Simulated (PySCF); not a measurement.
**Er(P5)I2: other functionals and bases at one geometry**

An exercise on one series of results from a longer session: the logs are not shown, and one member is left open.

Computed with PySCF 2.14.0. Level: several levels, as the steps say, no spin–orbit coupling.

6 further runs of the same task are left out: 2 for a known fault of the program, 3 that didn't finish, 1 set aside as unsound or not needed.

## Where the work starts

8 atoms, charge 0, spin multiplicity 1.

Bond lengths: Er1–P2 3.074 Å, Er1–P3 3.059 Å, Er1–P4 3.064 Å, Er1–P5 3.064 Å, Er1–P6 3.059 Å, Er1–I7 2.819 Å, Er1–I8 2.818 Å, P2–P3 2.136 Å, P2–P6 2.136 Å, P3–P4 2.134 Å, P4–P5 2.136 Å, P5–P6 2.134 Å. Angles: P2–Er1–P3 40.8°, P2–Er1–P4 68.8°, P2–Er1–P5 68.8°, P2–Er1–P6 40.8°, P2–Er1–I7 85.6°, P2–Er1–I8 160.0°, P3–Er1–P4 40.8°, P3–Er1–P5 68.6°, P3–Er1–P6 68.4°, P3–Er1–I7 105.9°, P3–Er1–I8 126.7°, P4–Er1–P5 40.8°, P4–Er1–P6 68.6°, P4–Er1–I7 146.6°, P4–Er1–I8 92.5°, P5–Er1–P6 40.8°, P5–Er1–I7 146.6°, P5–Er1–I8 92.5° and more.

Geometry (Å):

```
Er   -0.0111    0.0000    0.0040
P     1.8301    0.0000    2.4651
P     0.5618    1.7187    2.4693
P    -1.4704    1.0681    2.4777
P    -1.4704   -1.0681    2.4777
P     0.5618   -1.7187    2.4693
I     2.3676    0.0000   -1.5084
I    -2.3694    0.0000   -1.5388
```

Formal oxidation states: Er +3. Each metal's 11 4f electrons lie in its core potential, so multiplicities, spins and levels count the valence alone. An earlier session relaxed this geometry at r2SCAN, Er lcecp-1-SVP with ECP57, P def2-SVP, I def2-SVP with ECP28 (singlet, point group Cs).

At r2SCAN on the finer grid: E = -2340.282545 Eh, HOMO -6.65 eV, LUMO -4.60 eV, Mulliken charge on Er1 +0.78 e, largest force component 0.017 eV/Å. 

Levels to run: M06-L; B3LYP; HF; TPSS. Hardware: 4 threads of Intel Xeon Platinum 8488C (Sapphire Rapids), shared host.

The first run:

run.py (the lines that set the calculation) reads:

```python
mol = gto.M(atom='''
Er    -0.01112     0.00000     0.00400
P      1.83015     0.00000     2.46510
P      0.56179     1.71865     2.46926
P     -1.47041     1.06807     2.47770
P     -1.47041    -1.06807     2.47770
P      0.56179    -1.71865     2.46926
I      2.36760     0.00000    -1.50836
I     -2.36938     0.00000    -1.53879''',
    basis={'Er': 'lcecp-1-SVP', 'P': 'def2-SVP', 'I': 'def2-SVP'},
    ecp={'Er': 'lcecp-1-SVP', 'I': 'def2-SVP'},
    charge=0, spin=0)
mf = dft.RKS(mol, xc='M06L')
mf.grids.atom_grid = (75, 302)  # f atoms: unpruned, at least (60, 302)
mf = mf.density_fit()  # fitting sets: Er AutoAux, P def2-universal-JKFIT, I def2-universal-JKFIT
mf.conv_tol = 1e-08; mf.max_cycle = 55
mf.kernel(dm0)  # dm0: the density of the relaxed state
```

Launch:

```
OMP_NUM_THREADS=4 python run.py
```

Among the steps run: M06-L; B3LYP; HF; TPSS.

One of the session's tables, all rows but one given; the rest of the session is left out.

| level | HOMO (eV) | gap (eV) | charge on Er1 (e) | dipole (D) | largest force component (eV/Å) |
| --- | --- | --- | --- | --- | --- |
| r2SCAN (relaxed here) | -6.65 | 2.05 | 0.78 | 2.46 | 0.02 |
| M06-L | -6.44 | 1.91 | 0.89 | 1.81 | 0.38 |
| B3LYP | ? | ? | ? | ? | ? |
| HF | -9.39 | 8.06 | 1.10 | 4.18 | 0.58 |
| TPSS | -6.44 | 1.94 | 0.72 | 2.37 | 0.20 |

Q: Estimate the row for B3LYP from the others.

As computed: HOMO (eV): -7.01; gap (eV): 3.03; charge on Er1 (e): 0.61; dipole (D): 2.91; largest force component (eV/Å): 0.17. In the column «HOMO (eV)» it lies between HF (-9.39) and r2SCAN (relaxed here) (-6.65).

In one basis the HOMO–LUMO gap runs from 1.91 eV (M06-L) to 8.06 eV (HF). The largest leftover force, 0.58 eV/Å with HF, stands at a geometry relaxed at another level. With 4f in the core, its levels are missing from HOMO and gap, and its count is fixed, so no charge can pass from the ligands into it. Total energies of different levels can't be compared.
